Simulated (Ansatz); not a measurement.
# CH5BN2: small, medium and large basis sets

One table from this session's results is given with a row withheld; the runs are named, their logs left out.

Computed with Ansatz 0.2.0, Gaussian basis. Level: one geometry, several basis sets.

The runs, in order: PBE0-D4/def2-SVP; ωB97M-V/def2-SVP; PBE0-D4/def2-QZVPP; ωB97M-V/def2-QZVPP; the functionals' def2-TZVPP values are taken from earlier runs.

### The relaxed structure

An earlier PBE0-D4 in a triple-zeta def2 set relaxation fixed the geometry.

SMILES `NC1BN1`, 9 atoms, charge 0, spin multiplicity 1.

Atoms are counted from 1 here; the program's logs count them from 0.

Bond lengths: N1–C2 1.431 Å, N1–H5 1.010 Å, N1–H6 1.010 Å, C2–B3 1.561 Å, C2–N4 1.467 Å, C2–H7 1.092 Å, B3–N4 1.341 Å, B3–H8 1.184 Å, N4–H9 1.004 Å. Angles: C2–N1–H5 112.4°, C2–N1–H6 112.7°, H5–N1–H6 108.5°, N1–C2–B3 121.1°, N1–C2–N4 117.3°, N1–C2–H7 115.1°, B3–C2–N4 52.5°, B3–C2–H7 121.0°, N4–C2–H7 113.6°, C2–B3–N4 60.2°, C2–B3–H8 154.8°, N4–B3–H8 144.9°, C2–N4–B3 67.4°, C2–N4–H9 135.2°, B3–N4–H9 156.4°.

Set-up of the first run:

Input file in.yaml:

```yaml
crystal:
  periodic: [false, false, false]
  atoms:
    - {symbol: N, position_ang: [0.142944, 1.194368, -0.640584]}
    - {symbol: C, position_ang: [-0.364161, -0.077221, -0.222272]}
    - {symbol: B, position_ang: [0.591189, -1.194096, 0.303181]}
    - {symbol: N, position_ang: [-0.130499, -0.469895, 1.171494]}
    - {symbol: H, position_ang: [0.783988, 1.117386, -1.416970]}
    - {symbol: H, position_ang: [-0.589896, 1.842609, -0.892415]}
    - {symbol: H, position_ang: [-1.366435, -0.317211, -0.582685]}
    - {symbol: H, position_ang: [1.414171, -2.039043, 0.194738]}
    - {symbol: H, position_ang: [-0.392801, -0.103199, 2.068312]}
basis:
  gaussian: {orbitals: def2-SVP}
hamiltonian: {xc: pbe0, dispersion: d4}
output: {orbitals: {seedname: orbitals}}
```

Command:

```
$ ansatz run in.yaml --threads 2 --pin off --events-out ev --progress --plain --max-ram 4352MiB
```

Steps of the session up to this table: PBE0-D4 in def2-SVP; ωB97M-V in def2-SVP; PBE0-D4 in def2-QZVPP; ωB97M-V in def2-QZVPP.

One table of the session follows, with a row left open; its other results are not shown here.

It belongs to the step «Functionals by basis». 

```
functional       basis  HOMO (eV)  LUMO (eV)
   PBE0-D4    def2-SVP      -6.63       0.61
   PBE0-D4  def2-TZVPP      -6.86       0.24
   PBE0-D4  def2-QZVPP      -6.91       0.11
   ωB97M-V    def2-SVP          ?          ?
   ωB97M-V  def2-TZVPP      -9.23       2.04
   ωB97M-V  def2-QZVPP      -9.27       1.65
```

**Question.** Estimate the row for ωB97M-V, def2-SVP.

As computed: HOMO (eV): -8.99; LUMO (eV): 2.68. In the column «HOMO (eV)» it lies between ωB97M-V, def2-TZVPP (-9.23) and PBE0-D4, def2-QZVPP (-6.91).
